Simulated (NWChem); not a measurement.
# C2H8Si (dimethylsilane) at B3LYP/def2-TZVP

Aim: the electronic atomisation energy of C2H8Si (dimethylsilane) at B3LYP/def2-TZVP, from 4 runs. 

The results are computed with NWChem 7.3.0.

**1. Starting point**

C2H8Si: 11 atoms, total charge 0, spin state singlet. As SMILES, `C[SiH2]C`. Geometry: relaxed at PBE0-D4/def2-TZVP.

Bond lengths: C1–Si2 1.872 Å, Si2–C3 1.872 Å, C1–H4 1.092 Å, C1–H5 1.093 Å, C1–H6 1.093 Å, Si2–H7 1.491 Å, Si2–H8 1.491 Å, C3–H9 1.093 Å, C3–H10 1.092 Å, C3–H11 1.093 Å. Some angles: C1–Si2–C3 111.5°, C1–Si2–H7 109.5°, C1–Si2–H8 109.5°, C3–Si2–H7 109.5°, C3–Si2–H8 109.5°, Si2–C1–H4 111.0°, Si2–C1–H5 110.9°, Si2–C1–H6 110.9°, Si2–C3–H9 110.9°, Si2–C3–H10 111.0°.

**2. The energy at B3LYP/def2-TZVP (run 1)**

Contents of c2h8si.nw:

```
START c2h8si
TITLE "C2H8Si"
memory stack 880 mb heap 220 mb global 1100 mb
charge 0

GEOMETRY noautosym nocenter noautoz
  C       -1.050200       0.967200      -0.661200
  Si      -0.309200      -0.653200      -0.087600
  C        1.346600      -0.392300       0.745700
  H       -2.015800       0.806900      -1.146100
  H       -0.391700       1.464600      -1.377800
  H       -1.204900       1.644900       0.182100
  H       -0.139900      -1.564200      -1.256100
  H       -1.245100      -1.319300       0.863300
  H        2.058200       0.075200       0.060400
  H        1.772600      -1.342000       1.077400
  H        1.244800       0.255200       1.620300
END

BASIS spherical bse
  * library def2-TZVP
END

DFT
  xc b3lyp
  mult 1
  grid xfine
  convergence energy 1e-08
  maxiter 100
  mulliken
  print low
END

TASK dft energy
```

Run with:

```console
nwchem c2h8si.nw > c2h8si.out
```

Log:

```text
[...]
 d= 0,ls=0.0,diis     1   -370.5699639841 -4.85D+02  2.81D-03  5.34D-01     8.1
[...]
 d= 0,ls=0.0,diis     8   -370.6040420235 -1.36D-10  2.46D-07  3.34D-09    60.6
         Total DFT energy =     -370.604042023475
      One electron energy =     -735.457671384985
           Coulomb energy =      285.524226706175
    Exchange-Corr. energy =      -34.829109834262
 Nuclear repulsion energy =      114.158512489598
[...]
      Total Density - Mulliken Population Analysis
     ---------------------------------------------
    Atom       Charge   Shell Charges
 -----------   ------   -------------------------------------------------------
    1 C    6     6.46   0.85  1.12  0.52  0.64  0.12  1.35  1.31  0.52  0.01  0.01  0.00
    2 Si  14    13.66   2.00  0.57  1.39  0.89  0.42  4.13  1.68  0.64  1.29  0.28  0.15  0.17  0.04
    3 C    6     6.46   0.85  1.12  0.52  0.64  0.12  1.35  1.31  0.52  0.01  0.01  0.00
    4 H    1     0.88   0.27  0.48  0.10  0.02
    5 H    1     0.88   0.27  0.48  0.11  0.02
    6 H    1     0.88   0.27  0.48  0.11  0.02
    7 H    1     1.07   0.25  0.54  0.27  0.01
    8 H    1     1.07   0.25  0.54  0.27  0.01
    9 H    1     0.88   0.27  0.48  0.11  0.02
   10 H    1     0.88   0.27  0.48  0.10  0.02
[...]
```

It took 61 s on 1 thread of Intel Xeon 6975P-C (Granite Rapids), shared host; peak memory 0.15 GiB.

**3. The C atom (run 2)**

Contents of struct.nw:

```
start struct
title "C B3LYP"
memory 2200 mb
geometry units angstroms noautosym nocenter noautoz
   C        0.000000       0.000000       0.000000
end
basis spherical bse
   * library def2-TZVP
end
dft
   xc b3lyp
   mult 3
   grid xfine
   convergence energy 1e-08
   maxiter 100
   mulliken
   print low
end
task dft energy
```

Run the same way, it converges to -37.85948 Eh (log not shown).

Run 3 isn't shown in full; the table further down has it.

**4. The Si atom (run 4)**

Contents of sp.xyz:

```xyz
1

Si     0.000000     0.000000     0.000000
```

Contents of sp.nw:

```
start sp
memory total 2200 mb

geometry units angstroms noautosym nocenter noautoz
 load format xyz sp.xyz
end

basis spherical bse
 Si library def2-TZVP
end

dft
 xc b3lyp
 mult 3
 grid xfine
 convergence energy 1e-08
 iterations 100
 mulliken
 print low
end

task dft
```

Run the same way, it converges to -289.39206 Eh (log not shown).

**5. All runs side by side**

| run | level | partner | energy (Eh) | wall time |
| --- | --- | --- | --- | --- |
| 1 | B3LYP/def2-TZVP | base | -370.604042 | 61 s |
| 2 | UB3LYP/def2-TZVP | atoms | -37.859478 | 1.6 s |
| 3 | UB3LYP/def2-TZVP | atoms | -0.502154 | 0.66 s |
| 4 | UB3LYP/def2-TZVP | atoms | -289.392056 | 2 s |

**6. Summary of results**

Level: B3LYP/def2-TZVP.

| quantity | value |
| --- | --- |
| Si atom: total energy | -289.39206 Eh |
| Si atom: ⟨S²⟩ | 2.004 |
| electronic atomisation energy | 40.158 eV |

Taking the molecule apart into free atoms costs 40.16 eV (3875 kJ/mol), before zero-point energy and without spin-orbit coupling. All runs together took 65 s, the longest 61 s.
